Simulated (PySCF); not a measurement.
# C5H12BO2−: a tour of settings

Aim: see how C5H12BO2− (`CCC[BH-]1OCCO1`) answers to the choice of functional, basis, grid and SCF options, and what happens with inputs that are wrong on purpose.

The runs use PySCF 2.14.0, with density-fitted response routines of our own; the level of theory stands in each step. All values are computed, except where a source is named. Atoms are numbered from 0 throughout.

### 1 The starting structure

20 atoms, charge -1, multiplicity 1; geometry from: GFN2-xTB.

Bonds of the start (Å): C0–C1 1.53, C1–C2 1.52, C2–B3 1.65, B3–O4 1.53, O4–C5 1.38, C5–C6 1.54, C6–O7 1.38, O7–B3 1.52, C0–H8 1.09, C0–H9 1.09, C0–H10 1.09, C1–H11 1.09, C1–H12 1.09, C2–H13 1.09, C2–H14 1.10, B3–H15 1.22, C5–H16 1.11, C5–H17 1.11, C6–H18 1.10, C6–H19 1.11.

### 2 Shielding tensors: PBE0/pcSseg-1

The job: settings as JSON, then the geometry in Å.

```
{"job": {"kind": "nmr", "xc": "PBE0", "basis": "pcSseg-1"}, "charge": -1, "multiplicity": 1}
C     -2.821536    -0.853078    -0.030844
C     -1.323449    -0.556857    -0.103224
C     -1.006255     0.921930    -0.284321
B      0.615093     1.242856    -0.300702
O      1.338805     0.493172    -1.417089
C      2.190464    -0.421493    -0.840750
C      2.407490     0.048037     0.609759
O      1.260304     0.713629     0.972678
H     -3.317897    -0.531419    -0.946585
H     -3.011643    -1.920464     0.103892
H     -3.274233    -0.317941     0.803843
H     -0.888593    -1.112573    -0.937318
H     -0.842064    -0.902054     0.814420
H     -1.475899     1.485608     0.528353
H     -1.459572     1.271920    -1.217673
H      0.821490     2.440232    -0.436012
H      3.142392    -0.473656    -1.401471
H      1.747958    -1.442242    -0.838252
H      2.598771    -0.796187     1.296317
H      3.293226     0.721258     0.645581
```

Method: GIAO PBE0/pcSseg-1 NMR shielding, non-relativistic, gas phase.

Launch:

```bash
OMP_NUM_THREADS=1 python probes_run.py task.json out
```

This one command runs all jobs of the session in turn.

Output:

```text
coarse grid: 16128 points
cycle   1  E = -372.3837245172  dE =  8.659e-01  |g| = 9.786e-01  |ddm| = 3.754e+00
cycle   2  E = -372.0846323169  dE =  2.991e-01  |g| = 1.586e+00  |ddm| = 3.965e+00
cycle   3  E = -372.5950057125  dE = -5.104e-01  |g| = 1.233e-01  |ddm| = 2.840e+00
cycle   4  E = -372.5972779213  dE = -2.272e-03  |g| = 6.637e-02  |ddm| = 1.407e-01
cycle   5  E = -372.5983256034  dE = -1.048e-03  |g| = 9.618e-03  |ddm| = 6.548e-02
cycle   6  E = -372.5983443115  dE = -1.871e-05  |g| = 2.525e-03  |ddm| = 1.106e-02
cycle   7  E = -372.5983457357  dE = -1.424e-06  |g| = 6.652e-04  |ddm| = 2.693e-03
final grid: 154128 points
cycle   8  E = -372.6662106235  dE = -5.713e-05  |g| = 1.261e-02  |ddm| = 3.194e-02
cycle   9  E = -372.6661827146  dE =  2.791e-05  |g| = 1.765e-02  |ddm| = 2.180e-02
cycle  10  E = -372.6662420666  dE = -5.935e-05  |g| = 1.423e-03  |ddm| = 1.353e-02
cycle  11  E = -372.6662425042  dE = -4.376e-07  |g| = 2.018e-04  |ddm| = 2.022e-03
cycle  12  E = -372.6662425128  dE = -8.562e-09  |g| = 7.030e-05  |ddm| = 2.761e-04
cycle  13  E = -372.6662425139  dE = -1.119e-09  |g| = 2.019e-05  |ddm| = 8.189e-05
cycle  14  E = -372.6662425140  dE = -7.969e-11  |g| = 6.682e-06  |ddm| = 2.333e-05
converged SCF energy = -372.6662425140

GIAO shielding tensors (ppm)
atom      isotropic    diamagn.    paramagn.     s11        s22        s33       span
  0 C      163.458     246.132     -82.674    148.317    154.786    187.272     38.955
  1 C      164.057     248.155     -84.098    154.401    168.396    169.374     14.973
  2 C      151.181     250.409     -99.228    134.696    144.630    174.218     39.522
  3 B       95.079     181.972     -86.893     81.749     96.581    106.906     25.156
  4 O      294.691     399.094    -104.403    245.348    269.999    368.727    123.379
  5 C      114.094     244.008    -129.914     85.595    102.434    154.252     68.657
  6 C      114.216     242.362    -128.146     80.360    105.352    156.935     76.575
  7 O      289.479     399.529    -110.050    249.666    254.549    364.223    114.557
  8 H       31.115      29.864       1.251     27.555     29.246     36.544      8.989
  9 H       30.693      29.229       1.464     25.879     28.300     37.900     12.021
 10 H       31.180      30.107       1.073     27.649     29.371     36.519      8.870
 11 H       30.554      33.547      -2.993     24.604     32.218     34.839     10.234
 12 H       30.289      33.751      -3.462     24.153     31.919     34.796     10.642
 13 H       31.743      33.692      -1.949     28.839     30.630     35.759      6.919
 14 H       31.680      33.431      -1.751     28.843     30.440     35.757      6.914
 15 H       28.140      30.035      -1.895     26.127     26.703     31.590      5.463
 16 H       27.815      28.662      -0.847     24.149     25.667     33.629      9.480
 17 H       27.658      31.322      -3.664     23.301     26.076     33.597     10.296
 18 H       27.785      29.703      -1.917     24.261     25.839     33.257      8.995
 19 H       27.657      28.089      -0.432     22.409     25.724     34.837     12.428
```

It took 40 s on 1 thread of Arm Neoverse V1, shared host; peak memory 0.87 GiB.

Shifts follow as δ = σ(reference) − σ, with reference shieldings (ppm) from runs at the same level and on the same kind of geometry: 1H TMS 31.72, 13C TMS 186.9, 17O H2O 336.1, 11B BF3·OEt2 100.1. The references are single molecules in the gas phase, so shifts against H2O, NH3, PH3, H3PO4 or CFCl3 are not on the usual liquid scales and can be off by tens of ppm. Atoms listed in one row are averaged.

```csv
atoms,environment,σ (ppm),δ (ppm)
"C5, C6",sp3 CH2 bonded to O,114.2,72.8
C2,sp3 CH2 bonded to B,151.2,35.7
C0,methyl carbon,163.5,23.5
C1,sp3 CH2,164.1,22.9
"H17, H18",hydrogen on an sp3 CH2 bonded to O,27.72,4.00
"H16, H19",hydrogen on an sp3 CH2 bonded to O,27.74,3.98
H15,"hydrogen on a boron bonded to C, 2 O, in a 5-membered ring",28.14,3.58
"H11, H12",hydrogen on an sp3 CH2,30.42,1.30
"H8, H9, H10",hydrogen on a methyl carbon,31.00,0.72
"H13, H14",hydrogen on an sp3 CH2 bonded to B,31.71,0.01
B3,"boron bonded to C, 2 O, H, in a 5-membered ring",95.1,5.0
"O4, O7","oxygen bonded to C, B, in a 5-membered ring",292.1,44.0
```

Charges from the same density, by scheme (e):

```csv
atoms,Mulliken,IAO,Hirshfeld,ESP fit
C0,-0.24,-0.41,-0.13,-0.57
C1,-0.31,-0.24,-0.08,0.44
C2,-0.40,-0.39,-0.17,-0.53
B3,0.64,0.19,0.05,0.63
"O4, O7",-0.61,-0.52,-0.26,-0.59
"C5, C6",0.05,-0.05,-0.03,0.20
```

Mayer bond orders: C0–C1 1.06, C1–C2 1.05, C2–B3 0.84, B3–O4 0.83, O4–C5 1.03, C5–C6 1.02, C6–O7 1.02, O7–B3 0.82.

Ring of atoms B3, O4, C5, C6, O7: NICS(0) -7.7, NICS(1) -2.5, NICS(1)zz -7.1 ppm (means of both faces).

### 3 TDDFT and polarisability: PBE0/def2-SVPD

The job, as its differences from that of step 2:

```diff
@@ -1,2 +1,2 @@
-{"job": {"kind": "nmr", "xc": "PBE0", "basis": "pcSseg-1"}, "charge": -1, "multiplicity": 1}
+{"job": {"kind": "uv", "xc": "PBE0", "basis": "def2-SVPD", "nstates": 6, "ntriplets": 2}, "charge": -1, "multiplicity": 1}
 C     -2.821536    -0.853078    -0.030844
```

Method: TDDFT PBE0/def2-SVPD, vertical, gas phase, core orbitals frozen in the response.

Output:

```text
coarse grid: 16128 points
cycle   1  E = -372.1874858188  dE =  7.908e-01  |g| = 9.372e-01  |ddm| = 6.350e+00
cycle   2  E = -371.7549488041  dE =  4.325e-01  |g| = 1.716e+00  |ddm| = 1.118e+01
cycle   3  E = -372.3949644805  dE = -6.400e-01  |g| = 1.267e-01  |ddm| = 9.934e+00
cycle   4  E = -372.3973192342  dE = -2.355e-03  |g| = 7.389e-02  |ddm| = 3.101e-01
cycle   5  E = -372.3986790203  dE = -1.360e-03  |g| = 1.135e-02  |ddm| = 1.273e-01
cycle   6  E = -372.3987075267  dE = -2.851e-05  |g| = 2.869e-03  |ddm| = 3.667e-02
cycle   7  E = -372.3987093598  dE = -1.833e-06  |g| = 8.252e-04  |ddm| = 6.323e-03
final grid: 154128 points
cycle   8  E = -372.4645272414  dE = -6.604e-05  |g| = 1.139e-02  |ddm| = 2.049e-01
cycle   9  E = -372.4645023980  dE =  2.484e-05  |g| = 1.608e-02  |ddm| = 3.800e-02
cycle  10  E = -372.4645548122  dE = -5.241e-05  |g| = 1.430e-03  |ddm| = 2.114e-02
cycle  11  E = -372.4645552743  dE = -4.621e-07  |g| = 2.483e-04  |ddm| = 2.980e-03
cycle  12  E = -372.4645552879  dE = -1.358e-08  |g| = 7.744e-05  |ddm| = 7.373e-04
cycle  13  E = -372.4645552892  dE = -1.355e-09  |g| = 2.693e-05  |ddm| = 1.966e-04
cycle  14  E = -372.4645552894  dE = -1.471e-10  |g| = 8.207e-06  |ddm| = 6.066e-05
converged SCF energy = -372.4645552894

Static polarisability (au): isotropic 95.959, principal 82.440 95.462 109.975

Singlet excitations
state   eV       nm        f      main configurations
  1   4.5026    275.4   0.00912   H->L 0.89, H->L+1 0.10
  2   4.8124    257.6   0.05399   H->L+1 0.89, H->L 0.10
  3   5.1202    242.1   0.02588   H->L+2 0.98
  4   5.2745    235.1   0.00288   H->L+3 0.36, H-1->L 0.32, H-1->L+1 0.27
  5   5.4608    227.0   0.00390   H->L+3 0.60, H-1->L 0.31
  6   5.6256    220.4   0.00137   H->L+4 0.56, H-1->L 0.23, H-1->L+1 0.17

Triplet excitations (Tamm-Dancoff, eV): 4.4175 4.7569
```

Run time: 72 s. Hardware: 1 thread of Arm Neoverse V1, shared host; peak memory 1 GiB.

Frontier orbitals and where they lie:

```csv
orbital,eV,atoms
HOMO−3,-3.83,"O4 40 %, O7 39 %, B3 8 %"
HOMO−2,-3.46,"O4 18 %, B3 14 %, O7 13 %"
HOMO−1,-2.16,"O7 36 %, O4 28 %, C6 9 %"
HOMO,-1.27,"O4 22 %, B3 17 %, O7 16 %"
LUMO,4.04,"C0 31 %, H9 14 %, H8 10 %"
LUMO+1,4.43,"C6 13 %, B3 11 %, C5 11 %"
LUMO+2,4.80,"B3 28 %, O7 7 %, H17 7 %"
```

With each of the 6 states as a Gaussian band of 0.4 eV half-width at 1/e, the curve within the window shown has maxima at 254 nm (ε 3,100) L/(mol cm). Beyond the last state computed it falls off for lack of states. The curve at chosen wavelengths:

```tsv
nm	ε (L/mol/cm)
209	100
213	191
218	379
222	602
226	897
231	1358
235	1775
239	2196
244	2659
248	2924
252	3058
257	3024
261	2846
265	2567
269	2225
274	1770
278	1422
282	1110
287	786
291	582
295	422
300	276
304	192
308	132
313	81
317	54
```

Further results of this job:

```csv
property,computed
polarisability (Å³),14.22
HOMO–LUMO gap (eV),5.32
−ε(HOMO) (eV),1.27
```

### 4 Spin-spin couplings: LC-wPBE/6-31G

The job, as its differences from that of step 3:

```diff
@@ -1,2 +1,2 @@
-{"job": {"kind": "uv", "xc": "PBE0", "basis": "def2-SVPD", "nstates": 6, "ntriplets": 2}, "charge": -1, "multiplicity": 1}
+{"job": {"kind": "j", "xc": "LC-wPBE", "basis": "6-31G", "scf": {"max_cycle": 8}}, "charge": -1, "multiplicity": 1}
 C     -2.821536    -0.853078    -0.030844
```

Method: LC-wPBE/6-31G indirect spin-spin coupling, non-relativistic, gas phase.

Output:

```text
final grid: 154128 points
cycle   1  E = -372.5906354682  dE =  1.418e+00  |g| = 9.562e-01  |ddm| = 3.856e+00
cycle   2  E = -372.5981104871  dE = -7.475e-03  |g| = 1.040e+00  |ddm| = 2.098e+00
cycle   3  E = -372.7949333497  dE = -1.968e-01  |g| = 4.985e-02  |ddm| = 1.020e+00
cycle   4  E = -372.7957352654  dE = -8.019e-04  |g| = 2.618e-02  |ddm| = 1.008e-01
cycle   5  E = -372.7959290904  dE = -1.938e-04  |g| = 3.256e-03  |ddm| = 3.361e-02
cycle   6  E = -372.7959334135  dE = -4.323e-06  |g| = 9.711e-04  |ddm| = 8.503e-03
cycle   7  E = -372.7959337650  dE = -3.515e-07  |g| = 3.267e-04  |ddm| = 2.373e-03
cycle   8  E = -372.7959337968  dE = -3.180e-08  |g| = 1.633e-04  |ddm| = 7.975e-04
SCF not converged, last energy = -372.7959337968
```

It took 13 s on 1 thread of Arm Neoverse V1, shared host; peak memory 0.58 GiB.

Why it failed: The cap of 8 cycles ended the SCF at a gradient of 1.6e-04. The remedy is to raise the cap. Numbers printed on the way are no properties of the molecule.

### 5 NMR shieldings: B97-D/pcSseg-1 in benzene

The job, as its differences from that of step 4:

```diff
@@ -1,2 +1,2 @@
-{"job": {"kind": "j", "xc": "LC-wPBE", "basis": "6-31G", "scf": {"max_cycle": 8}}, "charge": -1, "multiplicity": 1}
+{"job": {"kind": "nmr", "xc": "B97-D", "basis": "pcSseg-1", "solvent": "benzene", "pop": false}, "charge": -1, "multiplicity": 1}
 C     -2.821536    -0.853078    -0.030844
```

With the program's defaults for keys left out, this is: GIAO B97-D/pcSseg-1 NMR shielding, non-relativistic, IEF-PCM benzene.

Output:

```text
coarse grid: 16128 points
cycle   1  E = -372.5014462804  dE =  6.395e-01  |g| = 1.164e+00  |ddm| = 3.839e+00
cycle   2  E = -371.1329954987  dE =  1.368e+00  |g| = 2.704e+00  |ddm| = 8.378e+00
cycle   3  E = -372.7844651559  dE = -1.651e+00  |g| = 2.908e-01  |ddm| = 7.577e+00
cycle   4  E = -372.7965454444  dE = -1.208e-02  |g| = 1.868e-01  |ddm| = 4.432e-01
cycle   5  E = -372.8047177523  dE = -8.172e-03  |g| = 2.933e-02  |ddm| = 1.843e-01
cycle   6  E = -372.8048977656  dE = -1.800e-04  |g| = 1.102e-02  |ddm| = 3.736e-02
cycle   7  E = -372.8049210400  dE = -2.327e-05  |g| = 3.893e-03  |ddm| = 1.261e-02
cycle   8  E = -372.8049237330  dE = -2.693e-06  |g| = 1.472e-03  |ddm| = 5.004e-03
final grid: 154128 points
cycle   9  E = -372.8810032903  dE = -1.476e-04  |g| = 1.069e-02  |ddm| = 5.030e-02
cycle  10  E = -372.8809638989  dE =  3.939e-05  |g| = 1.632e-02  |ddm| = 2.827e-02
cycle  11  E = -372.8810307381  dE = -6.684e-05  |g| = 1.378e-03  |ddm| = 1.840e-02
cycle  12  E = -372.8810310166  dE = -2.785e-07  |g| = 6.706e-04  |ddm| = 1.909e-03
cycle  13  E = -372.8810311011  dE = -8.452e-08  |g| = 1.013e-04  |ddm| = 7.152e-04
cycle  14  E = -372.8810311029  dE = -1.726e-09  |g| = 4.589e-05  |ddm| = 1.284e-04
cycle  15  E = -372.8810311034  dE = -5.219e-10  |g| = 5.563e-06  |ddm| = 4.572e-05
converged SCF energy = -372.8810311034

GIAO shielding tensors (ppm)
atom      isotropic    diamagn.    paramagn.     s11        s22        s33       span
  0 C      158.364     245.845     -87.481    143.473    149.343    182.278     38.805
  1 C      157.062     248.445     -91.383    147.462    160.841    162.882     15.420
  2 C      145.923     250.494    -104.571    129.250    139.114    169.405     40.155
  3 B       91.254     184.175     -92.921     77.492     93.681    102.589     25.097
  4 O      285.217     400.834    -115.617    236.703    263.267    355.682    118.978
  5 C      107.927     245.134    -137.206     79.292     95.149    149.342     70.050
  6 C      107.889     243.827    -135.938     73.607     98.194    151.866     78.259
  7 O      279.450     401.256    -121.806    239.481    248.384    350.485    111.004
  8 H       31.110      29.745       1.365     27.770     29.305     36.256      8.485
  9 H       30.583      29.071       1.511     26.012     28.255     37.481     11.470
 10 H       31.174      30.107       1.067     27.867     29.429     36.227      8.361
 11 H       30.641      34.186      -3.545     25.054     32.418     34.451      9.397
 12 H       30.398      34.613      -4.215     24.611     32.082     34.501      9.890
 13 H       31.795      33.860      -2.065     29.135     30.839     35.411      6.275
 14 H       31.754      33.490      -1.736     29.172     30.668     35.422      6.250
 15 H       28.256      30.654      -2.398     26.345     26.940     31.482      5.138
 16 H       27.626      28.323      -0.697     24.097     25.559     33.221      9.124
 17 H       27.524      32.027      -4.502     23.218     25.858     33.497     10.280
 18 H       27.610      29.993      -2.383     24.231     25.697     32.904      8.673
 19 H       27.529      27.839      -0.310     22.327     25.646     34.614     12.287
```

Wall time 29 s (1 thread of Arm Neoverse V1, shared host); peak memory 0.83 GiB.

Key values: δ C5 74.2, C2 36.2, C1 25.1, C0 23.8, H17 4.27, H16 4.26 ppm (means over like atoms).

### 6 Spin-spin couplings: HF/pcX-1

The job, as its differences from that of step 5:

```diff
@@ -1,2 +1,2 @@
-{"job": {"kind": "nmr", "xc": "B97-D", "basis": "pcSseg-1", "solvent": "benzene", "pop": false}, "charge": -1, "multiplicity": 1}
+{"job": {"kind": "j", "xc": "HF", "basis": "pcX-1", "scf": {"diis": false, "max_cycle": 58}}, "charge": -1, "multiplicity": 1}
 C     -2.821536    -0.853078    -0.030844
```

Method: HF/pcX-1.

Output:

```text
KeyError: 'Element h (Z=1) not found in basis pcX-1 version 1'
```

Wall time 0.02 s (1 thread of Arm Neoverse V1, shared host).

Diagnosis: The basis pcX-1 has no functions for an element of the molecule, so the input was refused before any integral. The remedy is to choose a basis that covers all elements.

### 7 Comparing the runs: NMR shifts

Shifts (ppm) of some atoms, chosen among heavy atoms and hydrogens apart, means over like atoms, with basis size and wall time:

```csv
run,C5,C2,C0,C1,H17,H16,H8,functions,time
PBE0/pcSseg-1,72.8,35.7,23.5,22.9,4.00,3.98,0.72,196,40 s
B97-D/pcSseg-1 in benzene,74.2,36.2,23.8,25.1,4.27,4.26,0.88,196,29 s
```

### 8 What came out

| quantity | value |
| --- | --- |
| 13C shifts against TMS (PBE0/pcSseg-1, means over atoms taken as alike) | 72.8, 35.7, 23.5, 22.9 ppm |
| 1H shifts against TMS (PBE0/pcSseg-1, means over atoms taken as alike) | 4.00, 3.98, 3.58, 1.30, 0.72, 0.01 ppm |
| 11B shifts against BF3·OEt2 (PBE0/pcSseg-1) | 5.0 ppm |
| 17O shifts against H2O (PBE0/pcSseg-1, means over atoms taken as alike) | 44.0 ppm |
| lowest singlet (PBE0/def2-SVPD) | 4.50 eV (275 nm), f = 0.009 |
| brightest single state of those computed | state 2, 4.81 eV, f = 0.054 |
| lowest triplet | 4.42 eV |
| range of the shift of C1 | 22.9 to 25.1 ppm |
| property runs in this session | 5, of which 2 failed and 0 gave unsound results |

**Reading.** Single values in the summary come from the first run of each kind that ended normally (PBE0/pcSseg-1; PBE0/def2-SVPD), which need not be the best level. At PBE0/pcSseg-1: The largest span, 119 ppm, is at O4, O7, where the paramagnetic term is -107 ppm. The lowest singlet, at 4.50 eV, is HOMO→LUMO 0.89, HOMO→LUMO+1 0.10 and is weak; of the 6 states computed, the strongest absorption comes from state 2 at 4.81 eV. The lowest triplet lies 0.09 eV below the lowest singlet (triplets in Tamm-Dancoff, singlets in full TDDFT). The lowest singlet lies above −ε(HOMO); no detachment energy was computed, so the anion's states may not be bound. Among the atoms with a shift in every run: Across the 2 runs the shift of C1 moves most, between 22.9 (PBE0/pcSseg-1) and 25.1 ppm (B97-D/pcSseg-1 in benzene).
